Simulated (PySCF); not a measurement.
# [Ho(H2CO)]3+: other functionals and bases at one geometry

An exercise on one series of results from a longer session: the logs are not shown, and one member is left open.

The runs use PySCF 2.14.0; several levels, as the steps say, no spin–orbit coupling.

1 further run of the same task is left out (for a known fault of the program).

**The system as given**

5 atoms, charge 3, spin multiplicity 1.

Bond lengths: Ho1–O2 2.051 Å, O2–C3 1.270 Å, C3–H4 1.114 Å, C3–H5 1.114 Å. Angles: Ho1–O2–C3 180.0°, O2–C3–H4 119.2°, O2–C3–H5 119.2°, H4–C3–H5 121.7°.

Coordinates:

```xyz
5

Ho    0.0000    0.0000   -0.1767
O     0.0000    0.0000    1.8747
C     0.0000    0.0000    3.1446
H     0.9728    0.0000    3.6873
H    -0.9728    0.0000    3.6873
```

Formal oxidation states: Ho +3. Each metal's 10 4f electrons lie in its core potential, so multiplicities, spins and levels count the valence alone. An earlier session relaxed this geometry at PBE0, Ho lcecp-1-SVP with ECP56, O def2-SVP, C def2-SVP, H def2-SVP (singlet, point group C2v).

At PBE0 on the finer grid: E = -150.634671 Eh, HOMO -25.43 eV, LUMO -19.61 eV, Mulliken charge on Ho1 +2.43 e, largest force component 0.002 eV/Å. 

Levels to run: HF; TPSS; PBE0, TZVP. Hardware: 2 threads of Arm Neoverse N1, shared host.

Set-up of the first run:

run.py (the lines that set the calculation) reads:

```python
mol = gto.M(atom='''
Ho     0.00000     0.00000    -0.17673
O      0.00000     0.00000     1.87473
C      0.00000     0.00000     3.14462
H      0.97275     0.00000     3.68726
H     -0.97275     0.00000     3.68726''',
    basis={'Ho': 'lcecp-1-SVP', 'O': 'def2-SVP', 'C': 'def2-SVP', 'H': 'def2-SVP'},
    ecp={'Ho': 'lcecp-1-SVP'},
    charge=3, spin=0)
mf = scf.RHF(mol)
mf = mf.density_fit()  # fitting sets: Ho AutoAux, O def2-universal-JKFIT, C def2-universal-JKFIT, H def2-universal-JKFIT
mf.conv_tol = 1e-08; mf.max_cycle = 55
mf.kernel(dm0)  # dm0: the density of the relaxed state
```

Started as:

```console
$ OMP_NUM_THREADS=2 python run.py
```

Among the steps run: HF; TPSS; PBE0, TZVP.

One table of the session follows, with a row left open; its other results are not shown here.

| level | HOMO (eV) | gap (eV) | charge on Ho1 (e) | dipole (D) | largest force component (eV/Å) |
| --- | --- | --- | --- | --- | --- |
| PBE0 (relaxed here) | -25.43 | 5.83 | 2.43 | 5.15 | 0.00 |
| HF | -28.92 | 12.76 | 2.60 | 4.40 | 0.83 |
| TPSS | ? | ? | ? | ? | ? |
| PBE0, TZVP | -25.39 | 5.86 | 2.52 | 5.21 | 0.40 |

Estimate the missing values for TPSS.

**Answer.** HOMO (eV): -24.20; gap (eV): 3.72; charge on Ho1 (e): 2.39; dipole (D): 5.45; largest force component (eV/Å): 0.79. In the column «HOMO (eV)» it is the highest.

The dipole of a charged species depends on the origin, so these sizes hold for this origin alone.

In one basis the HOMO–LUMO gap runs from 3.72 eV (TPSS) to 12.76 eV (HF). The largest leftover force, 0.83 eV/Å with HF, stands at a geometry relaxed at another level. With 4f in the core, its levels are missing from HOMO and gap, and its count is fixed, so no charge can pass from the ligands into it. Total energies of different levels can't be compared.
